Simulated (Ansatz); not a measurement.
**C3H9AlS: one species, many methods**

An exercise on one series of results from a longer session: the logs are not shown, and one member is left open.

Method: functionals in def2-TZVPP, the program's frozen cores in correlated methods; program: Ansatz 0.2.0, Gaussian basis.

Plan: PBE-D4, r2SCAN-D4, PBE0-D4, B3LYP-D4, ωB97X-V, ωB97M-V, B2PLYP; CCSD(T)/def2-TZVPP; MP2/def2-QZVPP; extrapolation to the limit.

**Structure used throughout**

All runs share one geometry, relaxed beforehand with PBE0-D4 in a triple-zeta def2 set.

SMILES `[CH3][Al]([CH3])[CH2]S`, 14 atoms, charge 0, spin multiplicity 1.

Atoms are counted from 1 here; the program's logs count them from 0.

Bond lengths: C1–Al2 1.956 Å, C1–H6 1.096 Å, C1–H7 1.094 Å, C1–H8 1.094 Å, Al2–C3 1.959 Å, Al2–C4 1.962 Å, C3–H9 1.096 Å, C3–H10 1.094 Å, C3–H11 1.094 Å, C4–S5 1.858 Å, C4–H12 1.087 Å, C4–H13 1.091 Å, S5–H14 1.344 Å. Angles: Al2–C1–H6 110.8°, Al2–C1–H7 112.2°, Al2–C1–H8 111.9°, H6–C1–H7 107.1°, H6–C1–H8 106.8°, H7–C1–H8 107.7°, C1–Al2–C3 123.7°, C1–Al2–C4 117.8°, C3–Al2–C4 118.3°, Al2–C3–H9 110.4°, Al2–C3–H10 112.0°, Al2–C3–H11 112.9°, H9–C3–H10 106.6°, H9–C3–H11 106.9°, H10–C3–H11 107.8°, Al2–C4–S5 82.5°, Al2–C4–H12 127.3°, Al2–C4–H13 116.9° and more.

Geometry (Å):

```xyz
14
charge 0, multiplicity 1
C    -1.5059    1.3431    0.6205
Al   -0.0113    0.1611    0.1802
C     0.6010   -1.2959    1.3384
C     1.0096    0.5431   -1.4516
S    -0.1575   -0.7050   -2.1815
H    -1.2131    2.0735    1.3830
H    -1.8560    1.9072   -0.2484
H    -2.3587    0.7892    1.0233
H     1.0225   -0.8942    2.2667
H    -0.2185   -1.9598    1.6290
H     1.3792   -1.9094    0.8748
H     2.0351    0.2544   -1.6695
H     0.7757    1.4711   -1.9747
H     0.4851   -1.8076   -1.7615
```

Set-up of the first run:

Contents of in.yaml:

```yaml
crystal:
  periodic: [false, false, false]
  atoms:
    - {symbol: C, position_ang: [-1.505860, 1.343145, 0.620538]}
    - {symbol: Al, position_ang: [-0.011340, 0.161074, 0.180194]}
    - {symbol: C, position_ang: [0.601046, -1.295856, 1.338400]}
    - {symbol: C, position_ang: [1.009584, 0.543064, -1.451600]}
    - {symbol: S, position_ang: [-0.157490, -0.704982, -2.181536]}
    - {symbol: H, position_ang: [-1.213112, 2.073500, 1.382992]}
    - {symbol: H, position_ang: [-1.855988, 1.907206, -0.248418]}
    - {symbol: H, position_ang: [-2.358672, 0.789168, 1.023339]}
    - {symbol: H, position_ang: [1.022462, -0.894210, 2.266735]}
    - {symbol: H, position_ang: [-0.218529, -1.959844, 1.628983]}
    - {symbol: H, position_ang: [1.379185, -1.909366, 0.874799]}
    - {symbol: H, position_ang: [2.035100, 0.254444, -1.669472]}
    - {symbol: H, position_ang: [0.775746, 1.471082, -1.974698]}
    - {symbol: H, position_ang: [0.485066, -1.807624, -1.761455]}
basis:
  gaussian: {orbitals: def2-TZVPP}
hamiltonian: {xc: pbe, dispersion: d4}
output: {forces: true, orbitals: {seedname: orbitals}}
```

Run with:

```
ansatz run in.yaml --threads 4 --pin off --events-out ev --progress --plain --max-ram 10444MiB
```

Among the steps run: PBE-D4 (GGA); r2SCAN-D4 (meta-GGA); PBE0-D4 (hybrid); B3LYP-D4 (hybrid); ωB97X-V (range-separated); ωB97M-V (range-separated); B2PLYP (double hybrid); CCSD(T) in def2-TZVPP; MP2 in def2-QZVPP.

One of the session's tables, all rows but one given; the rest of the session is left out.

It belongs to the step «Atomisation energies». 

| method | atomisation energy (eV) |
| --- | --- |
| PBE-D4 | 52.218 |
| r2SCAN-D4 | 51.830 |
| PBE0-D4 | 51.711 |
| B3LYP-D4 | 51.499 |
| ωB97X-V | 51.693 |
| ωB97M-V | 51.801 |
| B2PLYP | 50.929 |
| HF/def2-TZVPP | 38.585 |
| MP2/def2-TZVPP | 50.767 |
| CCSD/def2-TZVPP | ? |
| CCSD(T)/def2-TZVPP | 50.390 |
| MP2/CBS | 51.965 |
| CCSD(T)/CBS | 51.588 |

Estimate the missing values for CCSD/def2-TZVPP.

**Answer.** atomisation energy (eV): 49.735. In the column «atomisation energy (eV)» it lies between HF/def2-TZVPP (38.585) and CCSD(T)/def2-TZVPP (50.390).
